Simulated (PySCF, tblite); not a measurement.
# C3H10NO2Si radical: geometry, infrared bands and EPR parameters

Aim: predict the infrared bands and EPR parameters of C3H10NO2Si radical (`[CH2]N[Si@@H](O)OCC`).

Computed with tblite 0.8.0 and PySCF 2.14.0, with density-fitted response routines of our own, on a single molecule in the gas phase. Atoms count from 0, in the outputs and in this text.

**1. The starting structure**

17 atoms, charge 0, multiplicity 2; geometry from: force field or distance geometry start.

Bonds of the start (Å): C0–N1 1.45, N1–Si2 1.82, Si2–O3 1.70, Si2–O4 1.70, O4–C5 1.38, C5–C6 1.53, C0–H7 1.10, C0–H8 1.09, N1–H9 1.05, Si2–H10 1.47, O3–H11 0.98, C5–H12 1.11, C5–H13 1.11, C6–H14 1.12, C6–H15 1.09, C6–H16 1.11.

**2. Optimising the geometry with GFN2-xTB**

The job: settings as JSON, then the geometry in Å.

```
{"job": {"kind": "relax", "xc": "GFN2-xTB", "basis": "xTB"}, "charge": 0, "multiplicity": 2}
C     -3.135900     0.465700     0.968100
N     -2.353300     0.387200    -0.247900
Si    -0.862500    -0.580900     0.162200
O     -0.880100    -2.041200    -0.707100
O      0.519100     0.329500    -0.216700
C      1.612700    -0.127400     0.497000
C      2.859000     0.687700     0.152900
H     -3.869100    -0.355300     1.060400
H     -3.574700     1.451000     1.152600
H     -1.986400     1.354500    -0.450300
H     -0.806000    -0.886400     1.598300
H     -0.094400    -2.175000    -1.280900
H      1.781500    -1.176000     0.162200
H      1.360600    -0.058800     1.571000
H      2.601500     1.779600     0.096900
H      3.210200     0.387500    -0.835200
H      3.610800     0.570200     0.956200
```

On the command line:

```
OMP_NUM_THREADS=1 python probes_run.py task.json out
```

This one command runs all jobs of the session in turn.

**Question.** This job is followed by: GFN2-xTB harmonic vibrations, gas phase; UKS B3LYP, pcH-1 on C H N O Si, non-relativistic, mean-field spin-orbit, GIAO. Predict these results of the whole session: strongest single infrared mode (GFN2-xTB); zero-point energy (GFN2-xTB); g(iso) (B3LYP); ⟨S²⟩; largest a(iso) (averaged by class); potential on the surface of density 0.002 e/bohr³, 1st and 99th percentile.

**Answer**, as computed:

| quantity | value |
| --- | --- |
| strongest single infrared mode (GFN2-xTB) | 1157 cm⁻¹, 291 km/mol |
| zero-point energy (GFN2-xTB) | 82.1 kcal/mol |
| g(iso) (B3LYP) | 2.00282 |
| ⟨S²⟩ | 0.753 (exact 0.75) |
| largest a(iso) (averaged by class) | 13C on C0, 87.6 MHz |
| potential on the surface of density 0.002 e/bohr³, 1st and 99th percentile | -1.31 V and 2.19 V |

In words: Over 146 steps the energy fell by 1.270 eV; of the close pairs, N1–Si2 changed most, 1.824 to 1.726 Å. No mode is imaginary among the 45: a minimum at this level. The strongest single mode, at 1157 cm⁻¹, moves mainly O4 and C5. GFN2-xTB is a fitted tight-binding method: band positions and strengths are rough. Its intensities can rank the bands wrongly. C0 carries the largest spin population, 0.90 e. The isotropic g lies 0.5 ppt above the free-electron value. These values are for one conformer; the search (at its own cheap level) found 2 more, at 0.03, 1.72 kcal/mol (those within 0.05 may be mirror or relabelled copies), and measured spectra average over such forms.
